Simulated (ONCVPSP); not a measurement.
# Pseudopotential generation for aluminium: ONCV, PBEsol

Aim: build the potential from the settings below, then test how well it stands in for the atom: other configurations, scattering, ghost states and the plane-wave cutoff that it needs.

Program: ONCVPSP 4.0.1.1 (patched build). Reference atom: PBEsol, scalar-relativistic, spherical and spin-unpolarised. All values are calculated.

## Step 1: The atom and the settings

Typed settings, in words:

```
element                 : aluminium (Al, Z = 13)
type                    : optimised norm-conserving Vanderbilt (ONCV)
frozen core             : [Ne]
valence charge          : 3
reference configuration : 3s2 3p0.5 (charge +0.5)
partial waves           : 3s: rc 1.80 bohr, ncon 3, nbas 6, qcut 4.6 1/bohr, 3 projectors, debl 1.6 Ha; 3p: rc 2.00 bohr, ncon 4, nbas 9, qcut 4.6 1/bohr, 2 projectors, debl 0.9 Ha; d scattering state at 0.4 Ha: rc 1.60 bohr, ncon 4, nbas 9, qcut 6.1 1/bohr, 2 projectors, debl 0.6 Ha
local potential         : polynomial inside 1.25 bohr (lpopt 5, dvloc0 4 Ha)
core correction         : Teter function, fcfact 5.25, rcfact 1.2
```

An earlier all-electron run gives the scale for the radii.

All-electron outer shells of the reference configuration (PBEsol, scalar-relativistic, ld1.x):

```
shell  level (eV)  outermost node (bohr)  outermost maximum (bohr)
   2s     -111.68                   0.16                      0.50
   2p      -73.38                      –                      0.43
   3s      -11.06                   0.80                      2.06
   3p       -5.68                   0.82                      2.52
```

## Step 2: Generation

Contents of Al.dat:

```
# ATOM AND REFERENCE CONFIGURATION
# atsym  z   nc   nv     iexc    psfile
  Al 13.00    3    2  -116133      upf
#
#   n    l    f
    1    0    2.00
    2    0    2.00
    2    1    6.00
    3    0    2.00
    3    1    0.50
#
# PSEUDOPOTENTIAL AND OPTIMIZATION
# lmax
    2
#
#   l,   rc,      ep,       ncon, nbas, qcut
    0    1.80    0.00    3    6    4.60
    1    2.00    0.00    4    9    4.60
    2    1.60    0.40    4    9    6.10
#
# LOCAL POTENTIAL
# lloc, lpopt,  rc(5),   dvloc0
    4    5    1.25    4.00
#
# VANDERBILT-KLEINMAN-BYLANDER PROJECTORs
# l, nproj, debl
    0    3    1.60
    1    2    0.90
    2    2    0.60
#
# MODEL CORE CHARGE
# icmod, fcfact, rcfact
    3    5.25    1.20
#
# LOG DERIVATIVE ANALYSIS
# epsh1, epsh2, depsh
   -2.00    5.00    0.02
#
# OUTPUT GRID
# rlmax, drl
    6.00    0.01
#
# TEST CONFIGURATIONS
# ncnf
    4
# nvcnf
#   n    l    f
    2
    3    0    2.00
    3    1    1.00
#
    2
    3    0    2.00
    3    1    0.00
#
    2
    3    0    1.00
    3    1    0.00
#
    2
    3    0    1.00
    3    1    1.00
#
```

The run is started by

```console
$ oncvpsp.x < Al.dat > Al.out
```

Output in Al.out (without the consistency checks and plot data):

```text
ONCVPSP  (Optimized Norm-Conservinng Vanderbilt PSeudopotential)
scalar-relativistic version 4.0.1.1, modified

#   n    l    f        energy (Ha)
    1    0    2.00    -5.5554736E+01
    2    0    2.00    -4.1042935E+00
    2    1    6.00    -2.6966639E+00
    3    0    2.00    -4.0633757E-01
    3    1    0.50    -2.0858053E-01

Reference configufation results
  iterations    26
  all-electron total energy (Ha)   -2.42119915D+02

Begin loop to  construct optimized pseudo wave functions
and semi-local pseudopoentials for all angular momenta

   Wellstate for l =  0  n =  5
     eigenvalue =   1.1937
     asymptotic potential =   1.6937
     half-point radius =  4.8411

   Wellstate for l =  0  n =  5
     eigenvalue =   2.7937
     asymptotic potential =   3.2937
     half-point radius =  3.2734

Calculating optimized projector #   1

 for l=   0

    Fraction of norm inside rc  0.251158
    Optimizing pswf for qcut=   4.60 a_B^-1,  ecut=  10.57 Ha
    Residual kinetic energy error=  2.91D-06 Ha

    Energy error per electron        Cutoff
         Ha          eV             Ha
         0.01000     0.27211        3.89
         0.00100     0.02721        6.26
         0.00010     0.00272        8.19
         0.00001     0.00027        9.66

Calculating optimized projector #   2

 for l=   0

    Fraction of norm inside rc  0.110527
    Optimizing pswf for qcut=   4.60 a_B^-1,  ecut=  10.57 Ha
    Residual kinetic energy error=  1.87D-04 Ha

    Energy error per electron        Cutoff
         Ha          eV             Ha
         0.01000     0.27211        5.16
         0.00100     0.02721        7.20
         0.00010     0.00272       23.88
         0.00001     0.00027       54.59

Calculating optimized projector #   3

 for l=   0

    Fraction of norm inside rc  0.115400
    Optimizing pswf for qcut=   4.60 a_B^-1,  ecut=  10.57 Ha
    Residual kinetic energy error=  1.21D-03 Ha

    Energy error per electron        Cutoff
         Ha          eV             Ha
         0.01000     0.27211        8.26
         0.00100     0.02721       12.19
         0.00010     0.00272       56.70
         0.00001     0.00027      101.56

   Wellstate for l =  1  n =  4
     eigenvalue =   0.6914
     asymptotic potential =   1.1914
     half-point radius =  4.1476

Calculating optimized projector #   1

 for l=   1

    Fraction of norm inside rc  0.186729
    Optimizing pswf for qcut=   4.61 a_B^-1,  ecut=  10.62 Ha
    Residual kinetic energy error=  2.80D-06 Ha

    Energy error per electron        Cutoff
         Ha          eV             Ha
         0.01000     0.27211        1.35
         0.00100     0.02721        2.26
         0.00010     0.00272        5.49
         0.00001     0.00027        7.81

Calculating optimized projector #   2

 for l=   1

    Fraction of norm inside rc  0.233240
    Optimizing pswf for qcut=   4.61 a_B^-1,  ecut=  10.62 Ha
    Residual kinetic energy error=  6.93D-04 Ha

    Energy error per electron        Cutoff
         Ha          eV             Ha
         0.01000     0.27211        2.55
         0.00100     0.02721        5.67
         0.00010     0.00272       70.40
         0.00001     0.00027       87.74

   Wellstate for l =  2  n =  3
     eigenvalue =   0.4000
     asymptotic potential =   0.9000
     half-point radius =  2.9087

   Wellstate for l =  2  n =  4
     eigenvalue =   1.0000
     asymptotic potential =   1.5000
     half-point radius =  4.1607

Calculating optimized projector #   1

 for l=   2

    Fraction of norm inside rc  0.182767
    Optimizing pswf for qcut=   6.10 a_B^-1,  ecut=  18.59 Ha
    Residual kinetic energy error=  1.92D-04 Ha

    Energy error per electron        Cutoff
         Ha          eV             Ha
         0.01000     0.27211        9.53
         0.00100     0.02721       15.08
         0.00010     0.00272       24.61
         0.00001     0.00027      108.28

Calculating optimized projector #   2

 for l=   2

    Fraction of norm inside rc  0.172225
    Optimizing pswf for qcut=   6.10 a_B^-1,  ecut=  18.59 Ha
    Residual kinetic energy error=  3.79D-04 Ha

    Energy error per electron        Cutoff
         Ha          eV             Ha
         0.01000     0.27211       11.01
         0.00100     0.02721       16.54
         0.00010     0.00272       22.98
         0.00001     0.00027       72.53

Construct Vanderbilt / Kleinmman-Bylander projectors

B matrix Hermiticity error, ll=   0
   1   2   -4.9257E-05
   1   3   -1.2232E-04
   2   3   -5.8068E-05

  Orthonormal projector coefficients -1.1190E+01  2.9981E+00  4.0471E-01

B matrix Hermiticity error, ll=   1
   1   2    2.4815E-05

  Orthonormal projector coefficients  3.1083E+00  6.2802E-01

B matrix Hermiticity error, ll=   2
   1   2    1.2778E-05

  Orthonormal projector coefficients -6.6255E+00 -1.8972E+00

Model core correction analysis
  based on d2Exc/dn_idn_j

d2excae - all-electron derivatives

   -4.211357D-02   -3.436983D-02
   -3.436578D-02   -3.580432D-02

d2excps - pseudofunction derivatives with no core correction

   -4.523567D-02   -3.579220D-02
   -3.579113D-02   -3.629906D-02

rms 2nd derivative error    1.873967E-03

rmatch, rhocmatch    1.4031    0.3466

Teter function model core charge with specified parameters

d2excps - pseudofunction derivatives with core correction

   -4.230115D-02   -3.443063D-02
   -3.442925D-02   -3.574542D-02

rms 2nd derivative error    1.076771E-04

Pseudoatom total energy   -1.866290

Diagnostic tests using Vanderbilt-Kleinman-Bylander pseudopotentials
  1 or more projectors used as specified by nproj input data

   l    rcore       rmatch      e in        delta e   norm test  slope test

   0   1.8038316   1.8585998  -0.4063376  -0.0000049   1.0000014   1.0000635
   0   1.8038316   1.8585998   1.1936624   0.0000763   1.0001343   1.0001343
   0   1.8038316   1.8585998   2.7936624  -0.0001214   1.0003004   1.0003004

   1   2.0089061   2.0699009  -0.2085805   0.0000008   1.0000140   1.0000102
   1   2.0089061   2.0699009   0.6914195   0.0000033   1.0000789   1.0000789

   2   1.6004289   1.6490213   0.4000000   0.0000107   1.0000487   1.0000487
   2   1.6004289   1.6490213   1.0000000   0.0000139   1.0000711   1.0000711

 Testing for bound ghosts
   n   l    E NL Schr. Eq   E Basis Diag.   E Cutoff

       0                       -2.866766     57.17  WARNING - GHOST(-)
   1   0       -0.406342       -0.395753     57.17

   2   1       -0.208580       -0.190391     97.31

   3   2       -0.031944        0.175181    172.10

 Testing for highly-localized positive-energy ghosts
       l    <radius>/rc     E Basis Diag.   E Cutoff

Test configuration 0

   n   l     f        eae           eps        diff
   1   0  2.0000  -55.55473563
   2   0  2.0000   -4.10429353
   2   1  6.0000   -2.69666388
   3   0  2.0000   -0.40633757   -0.40634246   -4.89D-06
   3   1  0.5000   -0.20858053   -0.20857974    7.95D-07

    Total energies and differences
      AE_ref= -2.42119915D+02  AE_tst= -2.42119915D+02  dif=  0.00D+00
      PS_ref= -1.86629018D+00  PS_tst= -1.86629018D+00  dif=  4.44D-16
      PSP excitation error= -4.44D-16

Test configuration 1

   n   l     f        eae           eps        diff
   1   0  2.0000  -55.41186529
   2   0  2.0000   -3.96331035
   2   1  6.0000   -2.55552771
   3   0  2.0000   -0.28352285   -0.28351802    4.83D-06
   3   1  1.0000   -0.09884027   -0.09882253    1.77D-05

    Total energies and differences
      AE_ref= -2.42119915D+02  AE_tst= -2.42196117D+02  dif= -7.62D-02
      PS_ref= -1.86629018D+00  PS_tst= -1.94249040D+00  dif= -7.62D-02
      PSP excitation error= -2.40D-06

Test configuration 2

   n   l     f        eae           eps        diff
   1   0  2.0000  -55.72368339
   2   0  2.0000   -4.26961474
   2   1  6.0000   -2.86222184
   3   0  2.0000   -0.54295255   -0.54298792   -3.54D-05

    Total energies and differences
      AE_ref= -2.42119915D+02  AE_tst= -2.41985320D+02  dif=  1.35D-01
      PS_ref= -1.86629018D+00  PS_tst= -1.73168332D+00  dif=  1.35D-01
      PSP excitation error= -1.23D-05

Test configuration 3

   n   l     f        eae           eps        diff
   1   0  2.0000  -56.18811980
   2   0  2.0000   -4.72014152
   2   1  6.0000   -3.31272871
   3   0  1.0000   -0.86914416   -0.86862254    5.22D-04

    Total energies and differences
      AE_ref= -2.42119915D+02  AE_tst= -2.41280807D+02  dif=  8.39D-01
      PS_ref= -1.86629018D+00  PS_tst= -1.02716571D+00  dif=  8.39D-01
      PSP excitation error= -1.66D-05

Test configuration 4

   n   l     f        eae           eps        diff
   1   0  2.0000  -55.78882506
   2   0  2.0000   -4.33347825
   2   1  6.0000   -2.92547510
   3   0  1.0000   -0.57167774   -0.57173085   -5.31D-05
   3   1  1.0000   -0.35729682   -0.35729730   -4.88D-07

    Total energies and differences
      AE_ref= -2.42119915D+02  AE_tst= -2.41772491D+02  dif=  3.47D-01
      PS_ref= -1.86629018D+00  PS_tst= -1.51881100D+00  dif=  3.47D-01
      PSP excitation error= -5.58D-05
```

It took 5.7 s on 1 thread of Neoverse-N1, shared host.

Partial waves on a coarse radial grid (AE all-electron, PS pseudo):

| r (bohr) | 3p AE | 3p PS | 3s AE | 3s PS |
| --- | --- | --- | --- | --- |
| 0.100 | -0.0811 | 0.0025 | 0.1232 | 0.0079 |
| 0.200 | -0.1805 | 0.0099 | -0.0825 | 0.0180 |
| 0.300 | -0.2309 | 0.0220 | -0.2436 | 0.0325 |
| 0.400 | -0.2329 | 0.0388 | -0.3044 | 0.0531 |
| 0.500 | -0.2004 | 0.0601 | -0.2838 | 0.0808 |
| 0.600 | -0.1466 | 0.0857 | -0.2115 | 0.1161 |
| 0.700 | -0.0812 | 0.1152 | -0.1111 | 0.1589 |
| 0.800 | -0.0109 | 0.1480 | 0.0002 | 0.2081 |
| 0.900 | 0.0600 | 0.1835 | 0.1119 | 0.2624 |
| 1.000 | 0.1289 | 0.2211 | 0.2175 | 0.3198 |
| 1.100 | 0.1939 | 0.2602 | 0.3131 | 0.3783 |
| 1.200 | 0.2542 | 0.3000 | 0.3973 | 0.4358 |
| 1.300 | 0.3093 | 0.3395 | 0.4694 | 0.4901 |
| 1.400 | 0.3591 | 0.3779 | 0.5298 | 0.5396 |
| 1.500 | 0.4037 | 0.4144 | 0.5792 | 0.5831 |
| 1.600 | 0.4432 | 0.4484 | 0.6184 | 0.6195 |
| 1.700 | 0.4776 | 0.4795 | 0.6481 | 0.6483 |
| 1.800 | 0.5071 | 0.5075 | 0.6692 | 0.6692 |
| 1.900 | 0.5317 | 0.5318 | 0.6825 | 0.6825 |
| 2.000 | 0.5519 | 0.5519 | 0.6888 | 0.6888 |
| 2.100 | 0.5678 | 0.5678 | 0.6892 | 0.6892 |
| 2.200 | 0.5797 | 0.5797 | 0.6843 | 0.6843 |
| 2.300 | 0.5880 | 0.5880 | 0.6751 | 0.6751 |
| 2.400 | 0.5930 | 0.5930 | 0.6621 | 0.6621 |
| 2.500 | 0.5950 | 0.5950 | 0.6461 | 0.6461 |
| 2.600 | 0.5943 | 0.5943 | 0.6276 | 0.6276 |

Densities times 4π (e/bohr³); a dash where the program caps the true core:

| r (bohr) | pseudo valence | true core | model core |
| --- | --- | --- | --- |
| 0.100 | 0.0127 | – | 1.799 |
| 0.300 | 0.02622 | – | 1.645 |
| 0.500 | 0.05945 | – | 1.374 |
| 0.700 | 0.1166 | – | 1.044 |
| 0.900 | 0.1908 | – | 0.7176 |
| 1.100 | 0.2646 | 1.812 | 0.443 |
| 1.300 | 0.3184 | 0.6148 | 0.2425 |
| 1.500 | 0.3404 | 0.2032 | 0.1156 |
| 1.700 | 0.3306 | 0.06837 | 0.0466 |
| 1.900 | 0.2972 | 0.02337 | 0.01508 |
| 2.100 | 0.252 | 0.008092 | 0.003521 |
| 2.300 | 0.205 | 0.002832 | 0.0004395 |
| 2.500 | 0.1619 | 0.001001 | 2.336e-06 |

## Step 3: The configuration tests of the same run

The tests as a table, with energies relative to 3s2 3p0.5.

| valence configuration | charge | ΔE all-electron (eV) | error AE − PS (meV) |
| --- | --- | --- | --- |
| 3s2 3p1 | 0 | -2.074 | -0.1 |
| 3s2 3p0 | +1 | 3.663 | -0.3 |
| 3s1 3p0 | +2 | 22.833 | -0.5 |
| 3s1 3p1 | +1 | 9.454 | -1.5 |

## Step 4: Does it scatter like the atom?

Taken from the files of the generation run. The phase is arctan(r·R′/R) of the radial function R, unwrapped, with energies in Ha. A pole is an energy at which the radial function vanishes at the test radius. The pseudo phase is shifted by a multiple of π to meet the all-electron one at the reference energy. Levels narrower than the energy grid can be missing from the poles. The last column is the largest difference on the grid between −0.5 and +0.5 Ha.

| channel | radius (bohr) | reference (Ha) | poles AE | poles PS | window around the reference with phases within 0.05 rad (Ha) | largest difference near zero (rad) |
| --- | --- | --- | --- | --- | --- | --- |
| s | 1.83 | -0.41 | 2.05 | 2.05 | the whole range | 0.000 |
| p | 2.03 | -0.21 | 1.68 | 1.67 | below 2.7 | 0.000 |
| d | 1.62 | 0.40 | 3.07 | 3.07 | the whole range | 0.000 |

Phases (rad) along the scan:

| E (Ha) | p AE | p PS | d AE | d PS |
| --- | --- | --- | --- | --- |
| -1.98 | 1.206 | 1.193 | 1.165 | 1.165 |
| -1.62 | 1.131 | 1.123 | 1.116 | 1.116 |
| -1.26 | 1.014 | 1.010 | 1.050 | 1.050 |
| -0.90 | 0.801 | 0.799 | 0.955 | 0.955 |
| -0.54 | 0.345 | 0.344 | 0.810 | 0.810 |
| -0.18 | -0.438 | -0.438 | 0.570 | 0.570 |
| 0.18 | -1.000 | -1.000 | 0.171 | 0.171 |
| 0.54 | -1.263 | -1.263 | -0.362 | -0.362 |
| 0.90 | -1.403 | -1.403 | -0.811 | -0.811 |
| 1.26 | -1.493 | -1.493 | -1.089 | -1.089 |
| 1.62 | -1.560 | -1.563 | -1.259 | -1.259 |
| 1.98 | -1.619 | -1.626 | -1.371 | -1.371 |
| 2.34 | -1.679 | -1.699 | -1.451 | -1.451 |
| 2.70 | -1.752 | -1.808 | -1.515 | -1.515 |
| 3.06 | -1.860 | -2.058 | -1.570 | -1.569 |
| 3.42 | -2.067 | -3.107 | -1.621 | -1.620 |
| 3.78 | -2.630 | -4.209 | -1.673 | -1.672 |
| 4.14 | -3.721 | -4.466 | -1.733 | -1.731 |
| 4.50 | -4.229 | -4.568 | -1.808 | -1.805 |
| 4.86 | -4.416 | -4.626 | -1.918 | -1.910 |

## Step 5: Plane-wave cutoff and ghosts

Read off the output, the cutoffs (Ha) at which the residual kinetic energy of the hardest occupied pseudo-wave falls to 1 and 0.1 mHa per electron: 6.3 Ha and 8.2 Ha.

The program's own ghost test: GHOST(-) flagged for s at -78.0 eV; no localised positive-energy state flagged.

Cutoff (Ha) at which the first wave of each channel reaches a given error (Ha per electron):

| error | s | p | d |
| --- | --- | --- | --- |
| 1.0e-02 | 3.9 | 1.4 | 9.5 |
| 3.2e-03 | 5.2 | 1.7 | 12.5 |
| 1.0e-03 | 6.3 | 2.3 | 15.1 |
| 3.2e-04 | 7.2 | 3.0 | 17.5 |
| 1.0e-04 | 8.2 | 5.5 | 24.6 |
| 3.2e-05 | 8.9 | 6.7 | 67.6 |
| 1.0e-05 | 9.7 | 7.8 | 108.3 |

## Step 6: What came out

| quantity | value |
| --- | --- |
| cutoffs for 1 and 0.1 mHa per electron, occupied waves | 6.3 Ha and 8.2 Ha |
| bound ghosts | s at -78.01 eV |
| GHOST(+) flags | none at low energy |
| largest test error (AE − PS) | -1.5 meV, for 3s1 3p1 |
| largest phase difference near zero energy, channels read | 0.000 rad |
| rms error of d²Exc/dn², without and with the model core | 1.87 and 0.11 mHa |

What this shows: It has a bound ghost (s), a state that the atom doesn't have, and that rules the file out. By total energies transferability is very good: the largest error is 1.5 meV on 9.5 eV, for 3s1 3p1. Atomic tests can pass in spite of a ghost, since they solve only for the levels asked. It counts as soft on the atom at that tolerance, with 6.3 Ha needed at the looser tolerance. At the looser tolerance the 3s wave is the slowest; 3p needs 2 Ha. That counts occupied waves only; other projectors can need more. Near zero energy the phases of the channels with partial waves agree within 0.001 rad. All of this concerns the isolated atom, not yet a solid.
